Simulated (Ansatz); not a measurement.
# Hf2Tl3Pb2S8: the cost of one run

Method: DFT PBE, plane waves, PAW, scalar-relativistic, no spin polarisation, in Ansatz 0.2.0.

## 1. The system as given

The cell holds 15 atoms (Hf2Pb2S8Tl3): a = 8.760 Å, b = 8.760 Å, c = 6.710 Å, α = 106.94°, β = 106.94°, γ = 56.00°.

Structure file:

```
CELL_PARAMETERS angstrom
7.73475 -4.11275 0.00000
7.73475 4.11275 0.00000
-2.21398 0.00000 6.33454
ATOMIC_POSITIONS crystal
Hf 0.87911 0.12089 0.25000
Hf 0.12089 0.87911 0.75000
Tl 0.87475 0.62371 0.23053
Tl 0.12525 0.37629 0.76947
Tl 0.62371 0.87475 0.73053
Pb 0.37679 0.62321 0.25000
Pb 0.62321 0.37679 0.75000
S 0.99390 0.19770 0.00280
S 0.80230 0.00610 0.49720
S 0.00610 0.80230 0.99720
S 0.19770 0.99390 0.50280
S 0.77040 0.44340 0.46380
S 0.55660 0.22960 0.03620
S 0.22960 0.55660 0.53620
S 0.44340 0.77040 0.96380
```

## 2. Run 1

190 steps of 2 fs under a Langevin thermostat at 700 K.

Contents of input.yaml:

```yaml
crystal:
  lattice:
    - [7.73475, -4.11275, 0.0]
    - [7.73475, 4.11275, 0.0]
    - [-2.213982, 0.0, 6.334541]
  atoms:
    - { symbol: Hf, position: [0.87911, 0.12089, 0.25] }
    - { symbol: Hf, position: [0.12089, 0.87911, 0.75] }
    - { symbol: Tl, position: [0.87475, 0.62371, 0.23053] }
    - { symbol: Tl, position: [0.12525, 0.37629, 0.76947] }
    - { symbol: Tl, position: [0.62371, 0.87475, 0.73053] }
    - { symbol: Pb, position: [0.37679, 0.62321, 0.25] }
    - { symbol: Pb, position: [0.62321, 0.37679, 0.75] }
    - { symbol: S, position: [0.9939, 0.1977, 0.0028] }
    - { symbol: S, position: [0.8023, 0.0061, 0.4972] }
    - { symbol: S, position: [0.0061, 0.8023, 0.9972] }
    - { symbol: S, position: [0.1977, 0.9939, 0.5028] }
    - { symbol: S, position: [0.7704, 0.4434, 0.4638] }
    - { symbol: S, position: [0.5566, 0.2296, 0.0362] }
    - { symbol: S, position: [0.2296, 0.5566, 0.5362] }
    - { symbol: S, position: [0.4434, 0.7704, 0.9638] }
total_charge: -1
basis:
  ecutwfc: 420.0
kpoints:
  mp_grid: { grid: [2, 2, 2] }
hamiltonian:
  xc: pbe
scf:
  occupations: { method: fermi_dirac, width: 0.05 }
  lower_state_search: "off"
  convergence: { dr2_threshold: 0.01 }
md:
  timestep: 2
  n_steps: 190
  ensemble: nvt_langevin
  temperature: 700.0
  initial_velocities: maxwell_boltzmann
  seed: 222340
  friction: 0.01
```

Started as:

```console
$ ansatz run input.yaml --threads 2 --pin off --max-ram 5120MiB --backend cpu --events-out ev --progress --plain --runs-dir out
```

**Question.** How long does this run take on 2 threads of Intel Xeon Platinum 8259CL at 2.50GHz (Skylake/Cascade Lake), shared host, and how much memory does it need?

About 13 min, with a peak of 1.2 GiB.
